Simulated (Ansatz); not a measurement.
**SnH₃F (SMILES [F][SnH3]): a relaxed scan of the bond length F1–Sn2**

The task here is to estimate one member of a computed series from the others.

Method: single points in def2-TZVPP; program: Ansatz 0.2.0, Gaussian basis.

Levels: PBE-D4, r2SCAN-D4, PBE0-D4, B3LYP-D4, wB97M-V, Hartree-Fock, MP2, CCSD, CCSD(T). The scan takes 1.733, 1.772, 1.829, 1.895, 1.968, 2.047, 2.131, 2.219, 2.311 Å.

Cores are frozen in the correlated methods. Filled d shells of the heavier atoms are correlated. Core potentials replace the inner electrons past krypton, and spin-orbit coupling is left out. B3LYP uses VWN-RPA correlation.

19 further runs of the same task are left out: 19 set aside as unsound or not needed.

## The starting structure

The minimum, relaxed at PBE0-D4: 5 atoms, charge 0, spin multiplicity 1.

Atoms are counted from 1 here; the program's logs count them from 0.

Bond lengths: F1–Sn2 1.926 Å, Sn2–H3 1.701 Å, Sn2–H4 1.701 Å, Sn2–H5 1.701 Å. Angles: F1–Sn2–H3 104.7°, F1–Sn2–H4 104.7°, F1–Sn2–H5 104.7°, H3–Sn2–H4 113.8°, H3–Sn2–H5 113.8°, H4–Sn2–H5 113.8°.

As a file:

```xyz
5

F    -1.2850    0.7183    1.0050
Sn    0.1004   -0.0659   -0.0790
H    -0.5284   -0.0548   -1.6591
H     0.3189   -1.6265    0.5606
H     1.4441    0.9552    0.1310
```

Energies of the minimum (eV), from earlier single points: PBE-D4 -8595.83284, r2SCAN-D4 -8599.71594, PBE0-D4 -8596.15008, B3LYP-D4 -8600.93649, wB97M-V -8596.37558, CCSD(T) -8577.10576.

At the minimum the bond length F1–Sn2 is 1.926 Å.

Set-up of the first run:

relax/in.yaml reads:

```yaml
crystal:
  periodic: [false, false, false]
  atoms:
    - {symbol: F, position_ang: [-1.285011, 0.718292, 1.005022]}
    - {symbol: Sn, position_ang: [-0.038434, 0.012685, 0.029597]}
    - {symbol: H, position_ang: [-0.667260, 0.023798, -1.550502]}
    - {symbol: H, position_ang: [0.180096, -1.547878, 0.669244]}
    - {symbol: H, position_ang: [1.305239, 1.033806, 0.239630]}
basis:
  gaussian: {orbitals: def2-TZVP}
hamiltonian: {xc: pbe0, dispersion: d4}
relax: {f_tol: 0.005, max_steps: 200, constraints: [{distance: [0, 1]}]}
```

No record of the launch command was kept for these runs.

Steps of the session up to this table: F1–Sn2 = 1.733 Å; F1–Sn2 = 1.772 Å; F1–Sn2 = 1.829 Å; F1–Sn2 = 1.895 Å; F1–Sn2 = 1.968 Å; F1–Sn2 = 2.047 Å; F1–Sn2 = 2.131 Å; F1–Sn2 = 2.219 Å; F1–Sn2 = 2.311 Å.

One table of the session follows, with a row left open; its other results are not shown here.

Energies less that of the minimum at the same level (eV):

| bond length (Å) | PBE-D4 | PBE0-D4 | B3LYP-D4 | wB97M-V | Hartree-Fock |
| --- | --- | --- | --- | --- | --- |
| 1.733 | 0.713 | 0.601 | 0.673 | 0.622 | 0.504 |
| 1.772 | 0.444 | 0.355 | 0.411 | 0.370 | 0.275 |
| 1.829 | 0.182 | 0.126 | 0.160 | 0.134 | 0.074 |
| 1.895 | 0.029 | 0.011 | 0.022 | 0.013 | -0.006 |
| 1.926 (minimum) | 0.000 | 0.000 | 0.000 | 0.000 | 0.000 |
| 1.968 | ? | ? | ? | ? | ? |
| 2.047 | 0.072 | 0.136 | 0.100 | 0.132 | 0.204 |
| 2.131 | 0.236 | 0.341 | 0.283 | 0.338 | 0.456 |
| 2.219 | 0.465 | 0.609 | 0.531 | 0.610 | 0.769 |
| 2.311 | 0.738 | 0.919 | 0.823 | 0.927 | 1.125 |

Q: Estimate the row for bond length (Å) = 1.968 from the others.

**Answer.** PBE-D4: -0.004; PBE0-D4: 0.019; B3LYP-D4: 0.005; wB97M-V: 0.017; Hartree-Fock: 0.042.

Caveats from the session: A polynomial through the near points puts the CCSD(T) minimum 0.006 Å below the PBE0-D4 value.
